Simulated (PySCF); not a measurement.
# BeGa+: bond curves at several levels of theory

The task here is to estimate one member of a computed series from the others.

The runs use PySCF 2.14.0; Be pcseg-2, Ga pcseg-2, no relativity.

The first run:

Settings of the job:

```yaml
atoms: Be, Ga
charge: 1
basis: Be pcseg-2, Ga pcseg-2
Hamiltonian: no relativity
basis_functions: 58
electrons_treated: 34
masses_in_u: 9.0122, 68.9256
levels: PBE0, PBE, r²SCAN, PW91, TPSS, M06, ωB97X, HF, MP2, SCS-MP2, CCSD, CCSD(T)
grid: 80 radial by 434 angular points
occupations: held fixed by the projection of orbital angular momentum
dissociation_limit: Be + Ga+, each in its ground configuration
starting_distance_in_angstrom: 2.265
values_of_2S_to_try: 0, 2
```

The run is started by

```sh
$ OMP_NUM_THREADS=1 python dia.py task.json out
```

Among the steps run: The job; PBE0 along the bond; Excited determinants; PBE (GGA); r²SCAN (meta-GGA); PW91; TPSS (meta-GGA); M06 (hybrid meta-GGA); ωB97X (range-separated hybrid); RHF; Correlated methods on the Hartree–Fock reference.

One table of the session follows, with a row left open; its other results are not shown here.

Differences from CCSD(T) in the same basis:

| level | Re (mÅ) | ωe (%) |
| --- | --- | --- |
| RHF | +260 | -22.8 |
| RHF-MP2 | +24 | -0.4 |
| RHF-SCS-MP2 | +56 | -4.8 |
| RHF-CCSD | +34 | -4.6 |
| PBE | +20 | +1.0 |
| PW91 | +13 | +1.5 |
| TPSS | ? | ? |
| r²SCAN | -15 | +6.6 |
| PBE0 | +29 | +1.9 |
| M06 | +62 | -1.9 |
| ωB97X | +64 | +0.4 |

**Question.** Estimate the row for TPSS.

**Answer.** Re (mÅ): +33; ωe (%): -1.4. In the column «Re (mÅ)» it lies between PBE0 (+29) and RHF-CCSD (+34).
